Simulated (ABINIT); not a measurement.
The system is GaGe3.

```
CELL_PARAMETERS angstrom
0.00000 3.38717 3.38717
3.38717 0.00000 3.38717
3.38717 3.38717 0.00000
ATOMIC_POSITIONS crystal
Ge 0.50000 0.50000 0.50000
Ge 0.75000 0.75000 0.75000
Ge 0.25000 0.25000 0.25000
Ga 0.00000 0.00000 0.00000
```

The cell comes from a database or a generator and needn't be the stable form of this composition.

* Program: ABINIT 10.8.3 (patched build)
* Task: single point
* Functional: PBEsol
* Potentials or basis: PseudoDojo NC SR PBEsol v0.4.1 standard
* Cutoff: 1088 eV
* k mesh: 7 × 7 × 7
* Occupations: fermi-dirac, width 0.05 eV
* Spin: no spin polarisation

On this cell: pressure -3.9 GPa; largest force zero by symmetry; band gap on the k mesh none (metal or under the smearing width).

The same run follows on a disturbed copy (atoms moved at random, drawn with an rms of 0.05 Å):

```
Ge Ga
1.0
     0.00000    3.38717    3.38717
     3.38717    0.00000    3.38717
     3.38717    3.38717    0.00000
Ge Ga
3 1
Direct
  0.50734 0.50116 0.49465
  0.75945 0.75176 0.74618
  0.24907 0.25508 0.25198
  0.00983 0.98232 0.01066
```

What does the disturbed cell give?

The energy (extrapolated to zero smearing) moves by +2.0 meV/atom; pressure -3.8 GPa; largest force 0.157 eV/Å; band gap on the k mesh none (metal or under the smearing width).

Forces in eV/Å, atoms in the order of the input:
```
Ge   0.020  0.028 -0.026
Ge   0.008  0.018 -0.054
Ge  -0.074  0.062 -0.023
Ga   0.046 -0.109  0.103
```

Stress tensor (GPa, compression positive):
```
-3.83 -0.01  0.03
-0.01 -3.79 -0.08
 0.03 -0.08 -3.80
```

Caveats: the highest band is partly filled, so the run has too few bands (some runs).
